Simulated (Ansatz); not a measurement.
# C2H2N2O2Sn: how energies converge with the basis set

An exercise on one series of results from a longer session: the logs are not shown, and one member is left open.

The runs use Ansatz 0.2.0, Gaussian basis; one geometry, several basis sets.

Levels to be run: PBE0-D4/def2-SVP; ωB97M-V/def2-SVP; PBE0-D4/def2-QZVPP; ωB97M-V/def2-QZVPP; the functionals' def2-TZVPP values are taken from earlier runs.

1 further run of the same task is left out (for a known fault of the program). Runs told in other sessions of the task aren't counted.

**Structure used throughout**

The geometry comes from an earlier relaxation with PBE0-D4 in a triple-zeta def2 set; it is a stationary point, not always the lowest conformer. Sn takes the def2 core potential; no spin-orbit term is included.

SMILES `O=C=[N][SnH2][N]=C=O`, 9 atoms, charge 0, spin multiplicity 1.

Atoms are counted from 1 here; the program's logs count them from 0.

Bond lengths: O1–C2 1.165 Å, C2–N3 1.203 Å, N3–Sn4 2.008 Å, Sn4–N5 2.010 Å, Sn4–H8 1.689 Å, Sn4–H9 1.695 Å, N5–C6 1.203 Å, C6–O7 1.165 Å. Angles: O1–C2–N3 176.5°, C2–N3–Sn4 137.4°, N3–Sn4–N5 106.1°, N3–Sn4–H8 107.5°, N3–Sn4–H9 107.3°, N5–Sn4–H8 106.6°, N5–Sn4–H9 109.7°, H8–Sn4–H9 119.0°, Sn4–N5–C6 138.5°, N5–C6–O7 176.4°.

As a file:

```xyz
9
C2H2N2O2Sn
O    -2.4976   -0.2858    2.0207
C    -1.7839   -0.7667    1.2355
N    -1.0910   -1.3228    0.4243
Sn    0.5780   -0.9211   -0.6180
N     1.1939    0.8918   -0.0051
C     0.9732    2.0486   -0.2509
O     0.8104    3.1868   -0.4397
H     1.7611   -2.0230   -0.1292
H     0.1446   -0.8540   -2.2548
```

Set-up of the first run:

File in.yaml:

```yaml
crystal:
  periodic: [false, false, false]
  atoms:
    - {symbol: O, position_ang: [-2.497610, -0.285753, 2.020698]}
    - {symbol: C, position_ang: [-1.783940, -0.766671, 1.235508]}
    - {symbol: N, position_ang: [-1.091006, -1.322822, 0.424346]}
    - {symbol: Sn, position_ang: [0.577991, -0.921095, -0.617986]}
    - {symbol: N, position_ang: [1.193925, 0.891767, -0.005103]}
    - {symbol: C, position_ang: [0.973160, 2.048611, -0.250857]}
    - {symbol: O, position_ang: [0.810358, 3.186821, -0.439701]}
    - {symbol: H, position_ang: [1.761054, -2.023049, -0.129195]}
    - {symbol: H, position_ang: [0.144566, -0.854009, -2.254808]}
basis:
  gaussian: {orbitals: def2-SVP}
hamiltonian: {xc: pbe0, dispersion: d4}
output: {orbitals: {seedname: orbitals}}
```

Command:

```
$ ansatz run in.yaml --threads 4 --pin off --events-out ev --progress --plain --max-ram 11315MiB
```

Among the steps run: PBE0-D4 in def2-SVP; ωB97M-V in def2-SVP; PBE0-D4 in def2-QZVPP; ωB97M-V in def2-QZVPP.

One of the session's tables, all rows but one given; the rest of the session is left out.

It belongs to the step «Density functionals: the series». 

```
functional       basis  HOMO (eV)
   PBE0-D4    def2-SVP      -8.49
   PBE0-D4  def2-TZVPP      -8.60
   PBE0-D4  def2-QZVPP      -8.63
   ωB97M-V    def2-SVP     -10.66
   ωB97M-V  def2-TZVPP     -10.82
   ωB97M-V  def2-QZVPP          ?
```

Q: Estimate the row for ωB97M-V, def2-QZVPP from the others.

The run gave: HOMO (eV): -10.85. In the column «HOMO (eV)» it is the lowest.
